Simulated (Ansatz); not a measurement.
**LaMnAl3 (element-swapped structure): how the settings move a single-point run**

How sensitive is a single-point run of LaMnAl3 (element-swapped structure) to its settings? A reference run comes first, then two runs with altered input.

Method: reference: DFT PBE, plane waves, PAW, scalar-relativistic, no spin polarisation, in Ansatz 0.2.0.

2 further runs of the same task are left out: 2 that didn't finish.

**1. The structure to begin with**

It takes space group R-3c (No. 167, trigonal). The conventional cell has a = 6.036 Å, b = 6.036 Å, c = 14.583 Å, α = 90.00°, β = 90.00°, γ = 120.00°. Around La (site symmetry 32) lie 9 Al at 2.75 to 3.00 Å. Al (site symmetry 2) is surrounded by 2 Mn at 2.14 Å. Mn (site symmetry -3) is surrounded by 6 Al at 2.14 Å.

Coordinates:

```cif
data_structure
_symmetry_space_group_name_H-M 'P 1'
_symmetry_Int_Tables_number 1
_cell_length_a 5.9810
_cell_length_b 5.9810
_cell_length_c 5.9810
_cell_angle_alpha 60.608
_cell_angle_beta 60.608
_cell_angle_gamma 60.608
_cell_volume 153.36
loop_
_atom_site_label
_atom_site_type_symbol
_atom_site_fract_x
_atom_site_fract_y
_atom_site_fract_z
_atom_site_occupancy
La1 La 0.25000 0.25000 0.25000 1
La2 La 0.75000 0.75000 0.75000 1
Al1 Al 0.70520 0.79480 0.25000 1
Al2 Al 0.25000 0.70520 0.79480 1
Al3 Al 0.79480 0.25000 0.70520 1
Al4 Al 0.29480 0.20520 0.75000 1
Al5 Al 0.75000 0.29480 0.20520 1
Al6 Al 0.20520 0.75000 0.29480 1
Mn1 Mn 0.00000 0.00000 0.00000 1
Mn2 Mn 0.50000 0.50000 0.50000 1
```

**2. Baseline**

input.yaml

```yaml
crystal:
  lattice:
    - [3.017917, 1.742393, 4.860893]
    - [-3.017917, 1.742393, 4.860893]
    - [0.0, -3.484786, 4.860893]
  atoms:
    - { symbol: La, position: [0.25, 0.25, 0.25] }
    - { symbol: La, position: [0.75, 0.75, 0.75] }
    - { symbol: Al, position: [0.7052, 0.7948, 0.25] }
    - { symbol: Al, position: [0.25, 0.7052, 0.7948] }
    - { symbol: Al, position: [0.7948, 0.25, 0.7052] }
    - { symbol: Al, position: [0.2948, 0.2052, 0.75] }
    - { symbol: Al, position: [0.75, 0.2948, 0.2052] }
    - { symbol: Al, position: [0.2052, 0.75, 0.2948] }
    - { symbol: Mn, position: [0.0, 0.0, 0.0] }
    - { symbol: Mn, position: [0.5, 0.5, 0.5] }
  symmetry: { tolerance: 0.0003 }
kpoints:
  mp_grid: { grid: [4, 4, 4], shift: [0, 0, 0] }
magnetization:
  spin_polarized: false
scf:
  occupations: { method: fermi_dirac, width: 0.0111 }
hamiltonian:
  pseudopotentials: { kind: paw }
  xc: pbe
basis:
  ecutwfc: 420
output:
  forces: true
  stress: true
  eigenvalues: true
```

Started as:

```bash
$ ansatz run input.yaml --threads 1 --pin off --max-ram 2560MiB --backend cpu --events-out ev --progress --plain --runs-dir out
```

**3. A further run, with the input changed**

Changes to input.yaml since step 2:

```diff
@@ -18,3 +18,3 @@
 kpoints:
-  mp_grid: { grid: [4, 4, 4], shift: [0, 0, 0] }
+  mp_grid: { grid: [1, 1, 1], shift: [0, 0, 0] }
 magnetization:
@@ -32 +32,6 @@
   eigenvalues: true
+  write_density: true
+  write_potential: true
+  elf: true
+  volumetric_format: npy
+accuracy: medium
```

**5. Variant: lower_state_search light, scf.algorithm direct_min**

Changes to input.yaml since step 2:

```diff
@@ -23,2 +23,4 @@
   occupations: { method: fermi_dirac, width: 0.0111 }
+  lower_state_search: light
+  algorithm: direct_min
 hamiltonian:
```

(Steps that only read results are left out.)

Before running it: what results should come out? Wanted: for each run, ending; energy change; pressure; gap; force.

**Answer**, as computed:

```csv
run,ending,energy change,pressure (GPa),gap (eV),force (eV/Å),cycles,time
reference,converged,0,37.2,0.00,1.60,7,6.9 s
"1: mp_grid.grid [1, 1, 1], accuracy medium",converged,+249.6 meV/atom,40.6,0.00,1.90,8,1.6 s
"2: lower_state_search light, scf.algorithm direct_min",converged,0.0 meV/atom,37.2,0.00,1.60,8,34 s
```

Times don't compare one to one where runs were asked for different outputs or read a saved state (see the inputs); cycles may leave out searches for a lower state.

Residual by cycle in the longest SCF loop of each run; runs are numbered as in the table. The quantity is the density residual dr2, in eV.

```csv
cycle,reference,run 1,run 2
1,0.302,0.499,0.272
2,0.0459,0.173,1.13
3,8.5e-4,0.00265,0.00671
4,1.8e-4,1.6e-4,9.4e-6
5,6.3e-6,8.4e-6,6.6e-6
6,2.6e-7,1.3e-6,4.9e-7
7,4.6e-8,3.0e-7,1.0e-7
8,-,1.0e-8,7.2e-11
```

Of the converged runs whose energies compare with the reference's, «mp_grid.grid [1, 1, 1], accuracy medium» moves the energy most (+249.6 meV/atom) and «lower_state_search light, scf.algorithm direct_min» least (0.0 meV/atom). The structure is not at rest: the sound run finds 37 GPa, so these are no properties of the relaxed crystal. The reference leaves spin out although Mn can carry a moment, so its state need not be the lowest.

Caveats on the reference run: its mesh is coarse for a cell with so small a gap or none; the structure is made up and not relaxed.
